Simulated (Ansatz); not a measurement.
# C2H8AlB: small, medium and large basis sets

One table from this session's results is given with a row withheld; the runs are named, their logs left out.

Program: Ansatz 0.2.0, Gaussian basis. Level of theory: one geometry, several basis sets. These are calculated values, not measurements.

Plan: PBE0-D4/def2-SVP; ωB97M-V/def2-SVP; PBE0-D4/def2-QZVPP; ωB97M-V/def2-QZVPP; the functionals' def2-TZVPP values are taken from earlier runs.

## Structure used throughout

All runs share one geometry, relaxed beforehand with PBE0-D4 in a triple-zeta def2 set.

SMILES `C[B](C)[AlH2]`, 12 atoms, charge 0, spin multiplicity 1.

Atoms are counted from 1 here; the program's logs count them from 0.

Bond lengths: C1–B2 1.568 Å, C1–H5 1.092 Å, C1–H6 1.103 Å, C1–H7 1.095 Å, B2–C3 1.568 Å, B2–Al4 2.142 Å, C3–H8 1.103 Å, C3–H9 1.092 Å, C3–H10 1.095 Å, Al4–H11 1.599 Å, Al4–H12 1.599 Å. Angles: B2–C1–H5 116.8°, B2–C1–H6 104.0°, B2–C1–H7 114.0°, H5–C1–H6 105.6°, H5–C1–H7 109.4°, H6–C1–H7 105.9°, C1–B2–C3 117.5°, C1–B2–Al4 121.2°, C3–B2–Al4 121.3°, B2–C3–H8 104.0°, B2–C3–H9 116.8°, B2–C3–H10 114.0°, H8–C3–H9 105.6°, H8–C3–H10 105.9°, H9–C3–H10 109.4°, B2–Al4–H11 122.1°, B2–Al4–H12 122.1°, H11–Al4–H12 115.9°.

Geometry (Å):

```
C     0.09432    1.39525   -0.72870
B     0.02279    0.01575    0.01254
C     0.89784   -0.16029    1.30123
Al   -1.22493   -1.56908   -0.70976
H    -0.09569    1.38646   -1.80423
H    -0.73046    1.97907   -0.28554
H     1.00844    1.96367   -0.52536
H     1.84023   -0.59472    0.92621
H     0.52968   -0.86066    2.05415
H     1.17310    0.78303    1.78544
H    -2.77089   -1.67835   -0.31730
H    -0.66754   -2.71534   -1.67477
```

Set-up of the first run:

in.yaml reads:

```yaml
crystal:
  periodic: [false, false, false]
  atoms:
    - {symbol: C, position_ang: [0.094320, 1.395250, -0.728701]}
    - {symbol: B, position_ang: [0.022795, 0.015752, 0.012539]}
    - {symbol: C, position_ang: [0.897836, -0.160291, 1.301234]}
    - {symbol: Al, position_ang: [-1.224930, -1.569082, -0.709760]}
    - {symbol: H, position_ang: [-0.095685, 1.386460, -1.804228]}
    - {symbol: H, position_ang: [-0.730458, 1.979071, -0.285544]}
    - {symbol: H, position_ang: [1.008444, 1.963673, -0.525361]}
    - {symbol: H, position_ang: [1.840232, -0.594722, 0.926209]}
    - {symbol: H, position_ang: [0.529678, -0.860656, 2.054147]}
    - {symbol: H, position_ang: [1.173097, 0.783033, 1.785436]}
    - {symbol: H, position_ang: [-2.770890, -1.678347, -0.317298]}
    - {symbol: H, position_ang: [-0.667538, -2.715343, -1.674773]}
basis:
  gaussian: {orbitals: def2-SVP}
hamiltonian: {xc: pbe0, dispersion: d4}
output: {orbitals: {seedname: orbitals}}
```

The run is started by

```console
$ ansatz run in.yaml --threads 2 --pin off --events-out ev --progress --plain --max-ram 4352MiB
```

Among the steps run: PBE0-D4 in def2-SVP; ωB97M-V in def2-SVP; PBE0-D4 in def2-QZVPP; ωB97M-V in def2-QZVPP.

One table of the session follows, with a row left open; its other results are not shown here.

| functional | basis | HOMO (eV) | LUMO (eV) |
| --- | --- | --- | --- |
| PBE0-D4 | def2-SVP | -6.71 | -1.36 |
| PBE0-D4 | def2-TZVPP | -6.74 | -1.41 |
| PBE0-D4 | def2-QZVPP | ? | ? |
| ωB97M-V | def2-SVP | -8.79 | 0.30 |
| ωB97M-V | def2-TZVPP | -8.84 | 0.15 |
| ωB97M-V | def2-QZVPP | -8.85 | -0.02 |

Estimate the missing values for PBE0-D4, def2-QZVPP.

As computed: HOMO (eV): -6.74; LUMO (eV): -1.44.
